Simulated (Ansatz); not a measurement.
# CH₂BF₃O₂Te: one species, many methods

One table from this session's results is given with a row withheld; the runs are named, their logs left out.

Method: functionals in def2-TZVPP, the program's frozen cores in correlated methods; program: Ansatz 0.2.0, Gaussian basis.

Levels to be run: PBE-D4, r2SCAN-D4, PBE0-D4, B3LYP-D4, ωB97X-V, ωB97M-V, B2PLYP; CCSD(T)/def2-TZVPP; MP2/def2-QZVPP; extrapolation to the limit.

### Structure used throughout

An earlier PBE0-D4 in a triple-zeta def2 set relaxation fixed the geometry. Te takes the def2 core potential; no spin-orbit term is included.

SMILES `OB(O)[Te]C(F)(F)F`, 10 atoms, charge 0, spin multiplicity 1.

Atoms are counted from 1 here; the program's logs count them from 0.

Bond lengths: O1–B2 1.358 Å, O1–H9 0.961 Å, B2–O3 1.353 Å, B2–Te4 2.182 Å, O3–H10 0.961 Å, Te4–C5 2.175 Å, C5–F6 1.332 Å, C5–F7 1.332 Å, C5–F8 1.339 Å. Angles: B2–O1–H9 116.1°, O1–B2–O3 127.3°, O1–B2–Te4 114.0°, O3–B2–Te4 118.7°, B2–O3–H10 116.4°, B2–Te4–C5 95.2°, Te4–C5–F6 113.0°, Te4–C5–F7 113.0°, Te4–C5–F8 108.2°, F6–C5–F7 107.5°, F6–C5–F8 107.5°, F7–C5–F8 107.5°.

As a file:

```xyz
10
charge 0, multiplicity 1
O    -1.6649   -0.5373   -1.9094
B    -0.8793   -0.1362   -0.8766
O    -1.0654    0.9374   -0.0750
Te    0.8560   -1.4129   -0.5320
C     1.6144   -0.2618    1.1508
F     0.7615   -0.2125    2.1728
F     1.9219    0.9927    0.8257
F     2.7343   -0.8508    1.5886
H    -2.4384    0.0047   -2.0880
H    -1.8402    1.4767   -0.2568
```

Set-up of the first run:

The input, in.yaml:

```yaml
crystal:
  periodic: [false, false, false]
  atoms:
    - {symbol: O, position_ang: [-1.664871, -0.537260, -1.909404]}
    - {symbol: B, position_ang: [-0.879268, -0.136186, -0.876590]}
    - {symbol: O, position_ang: [-1.065354, 0.937424, -0.075038]}
    - {symbol: Te, position_ang: [0.856049, -1.412879, -0.532009]}
    - {symbol: C, position_ang: [1.614368, -0.261834, 1.150835]}
    - {symbol: F, position_ang: [0.761503, -0.212509, 2.172777]}
    - {symbol: F, position_ang: [1.921929, 0.992744, 0.825668]}
    - {symbol: F, position_ang: [2.734329, -0.850819, 1.588558]}
    - {symbol: H, position_ang: [-2.438435, 0.004672, -2.087962]}
    - {symbol: H, position_ang: [-1.840249, 1.476658, -0.256844]}
basis:
  gaussian: {orbitals: def2-TZVPP}
hamiltonian: {xc: pbe, dispersion: d4}
output: {forces: true, orbitals: {seedname: orbitals}}
```

On the command line:

```sh
$ ansatz run in.yaml --threads 2 --pin off --events-out ev --progress --plain --max-ram 22528MiB --backend cuda --devices 0, --max-vram 18GiB
```

Among the steps run: PBE-D4 (GGA); r2SCAN-D4 (meta-GGA); PBE0-D4 (hybrid); B3LYP-D4 (hybrid); ωB97X-V (range-separated); ωB97M-V (range-separated); B2PLYP (double hybrid); CCSD(T) in def2-TZVPP; MP2 in def2-QZVPP.

One of the session's tables, all rows but one given; the rest of the session is left out.

| method | atomisation energy (kcal/mol) |
| --- | --- |
| PBE-D4 | 996.9 |
| r2SCAN-D4 | 961.2 |
| PBE0-D4 | 955.2 |
| B3LYP-D4 | 946.1 |
| ωB97X-V | 954.2 |
| ωB97M-V | 954.7 |
| B2PLYP | 939.1 |
| HF/def2-TZVPP | 631.4 |
| MP2/def2-TZVPP | 968.0 |
| CCSD/def2-TZVPP | ? |
| CCSD(T)/def2-TZVPP | 921.2 |
| MP2/CBS | 1001.3 |
| CCSD(T)/CBS | 954.5 |

Estimate the missing values for CCSD/def2-TZVPP.

**Answer.** atomisation energy (kcal/mol): 897.5. In the column «atomisation energy (kcal/mol)» it lies between HF/def2-TZVPP (631.4) and CCSD(T)/def2-TZVPP (921.2).
